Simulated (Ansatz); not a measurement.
# C2H10Si2: the cost of one run

Program: the Python package of Ansatz 0.2.0. Level of theory: PBE0/cc-pVDZ. These are calculated values, not measurements.

### 1 The system

Bond lengths: C1–Si2 1.805 Å, Si2–Si3 2.288 Å, Si3–C4 1.841 Å, C1–H5 1.069 Å, C1–H6 1.164 Å, C1–H7 1.101 Å, Si2–H8 1.479 Å, Si2–H9 1.456 Å, Si3–H10 1.455 Å, Si3–H11 1.518 Å, C4–H12 1.121 Å, C4–H13 0.988 Å, C4–H14 1.165 Å. Angles (14 of 24 angles, heavy atoms first): C1–Si2–Si3 107.9°, Si2–Si3–C4 112.3°, C1–Si2–H8 109.5°, C1–Si2–H9 111.8°, Si3–Si2–H8 109.2°, Si3–Si2–H9 110.2°, Si2–C1–H5 115.9°, Si2–C1–H6 111.1°, Si2–C1–H7 114.2°, Si2–Si3–H10 111.5°, Si2–Si3–H11 109.3°, C4–Si3–H10 109.9°, C4–Si3–H11 106.2°, Si3–C4–H12 111.5°.

No structure file is read: the coordinates are typed or built in the script.

### 2 The script

File energy_c2h10si2.py:

```python
# -*- coding: utf-8 -*-
'''Electronic structure of the C2H10Si2 molecule.'''

import logging
import sys

import ansatz as az
import numpy as np

logging.basicConfig(stream=sys.stdout, format='%(name)s: %(message)s')
log = logging.getLogger('run')
log.setLevel(logging.INFO)


def main():
    system = (
        az.Crystal.molecule()
        .atom('C', [-0.87, 2.2194, -0.4172])
        .atom('Si', [-0.988, 0.5501, 0.2592])
        .atom('Si', [0.9363, -0.5638, -0.2808])
        .atom('C', [0.9772, -2.266, 0.4185])
        .atom('H', [-0.0753, 2.8233, -0.0343])
        .atom('H', [-1.834, 2.8316, -0.1939])
        .atom('H', [-0.7856, 2.2564, -1.5144])
        .atom('H', [-1.1117, 0.6209, 1.731])
        .atom('H', [-2.1457, -0.1628, -0.2621])
        .atom('H', [1.1372, -0.6149, -1.721])
        .atom('H', [2.1243, 0.1678, 0.3185])
        .atom('H', [0.8163, -2.2586, 1.5283])
        .atom('H', [1.7696, -2.8016, 0.1699])
        .atom('H', [0.0363, -2.8312, 0.0272])
    )

    setup = (
        system.calculation()
        .basis(gaussian='cc-pVDZ')
        .functional('pbe0')
        .forces()
    )
    data = setup.session().plan(threads=1).execute().report

    for key in ('converged', 'free_energy_ev', 'reference_energy_ev', 'n_frozen', 'n_occupied', 'n_virtual'):
        log.info(f'{key:22s} {data[key]}')

    state = data['mean_field']['state']
    log.info(f'mean field: {state["energy"]["hartree"]:.7f} Ha, <S^2> = {abs(state["spin_squared"]):.4f}, stability: {state.get("stability", {}).get("kind")}')

    symbols = [site.symbol for site in system.cartesian_sites]
    forces = np.array(data['forces_ev_ang'])
    print('largest force', round(float(np.linalg.norm(forces, axis=1).max()), 4), 'eV/A, rms', round(float(np.sqrt((forces ** 2).mean())), 4))

    charges = data['charge_distribution']
    dipole = np.array(charges['dipole_moment_e_ang']) * 4.803205
    log.info('dipole (D): {:.3f} {:.3f} {:.3f}, length {:.3f}'.format(*dipole, np.linalg.norm(dipole)))
    log.info('atom  Mulliken   Lowdin')
    for symbol, m, l in zip(symbols, charges['mulliken_charges_e'], charges['lowdin_charges_e']):
        log.info(f'{symbol:4s} {m:9.3f} {l:8.3f}')


if __name__ == '__main__':
    main()
```

### 3 Launch

Launch:

```console
$ python energy_c2h10si2.py
```

What time and memory should one allow on 1 thread of Arm Neoverse V1, shared host?

About 6.4 s, with a peak of 0.3 GiB.
